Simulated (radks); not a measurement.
# Valence configurations of Bi²⁺

One table from this session's results is given with a row withheld; the runs are named, their logs left out.

The numbers are computed with radks (a radial shooting solver on a logarithmic mesh, Libxc functionals) version 1 (non-relativistic Kohn-Sham, PBE, spin-polarised, spherical densities, point nucleus; open shells are filled with parallel spins first), except any that are marked as measured or tabulated.

## What is computed

```
element       : bismuth (Z = 83)
charge        : +2
electrons     : 81
configuration : [Hg] 6p1
others tried  : [Xe] 4f12 5d10 6s2 6p3; [Xe] 4f12.5 5d9.5 6s2 6p3; [Xe] 4f13 5d9 6s2 6p3; [Xe] 4f14 5d9 6s2 6p2; [Xe] 4f14 5d8 6s2 6p3; [Xe] 4f13.5 5d9.5 6s1 6p3; [Xe] 4f12 5d9 6s2 6p4
```

Outer shells as boxes (Hund's rule):

Bi²⁺
```
[Hg] core
6p [↑ ][  ][  ]
```

The first run:

Input:

```text
Z 83
configuration [Hg] 6p1
relativity non-relativistic
functional pbe,pbe
spin polarised
nucleus point
```

Among the steps run: [Hg] 6p1.

One of the session's tables, all rows but one given; the rest of the session is left out.

It belongs to the step «[Hg] 6p1». From the orbitals of this run (lengths in bohr):

| level | <r> | outermost maximum (interpolated) | 90 % within | nodes |
| --- | --- | --- | --- | --- |
| 5p up | 0.9887 | 0.898 | 1.42 | 3 |
| 5p down | 0.9883 | 0.898 | 1.42 | 3 |
| 5d up | ? | ? | ? | ? |
| 5d down | 1.204 | 1.03 | 1.80 | 2 |
| 6s up | 2.308 | 2.06 | 3.31 | 5 |
| 6s down | 2.301 | 2.05 | 3.31 | 5 |
| 6p up | 2.687 | 2.37 | 3.89 | 4 |
| 6p down | 2.694 | 2.36 | 3.91 | 4 |

**Question.** Estimate the row for 5d up.

**Answer.** <r>: 1.208; outermost maximum (interpolated): 1.03; 90 % within: 1.81; nodes: 2. In the column «<r>» it lies between 5d down (1.204) and 6s down (2.301).

To keep in mind: Relativity is left out, which favours d and f over s occupation in heavy atoms.
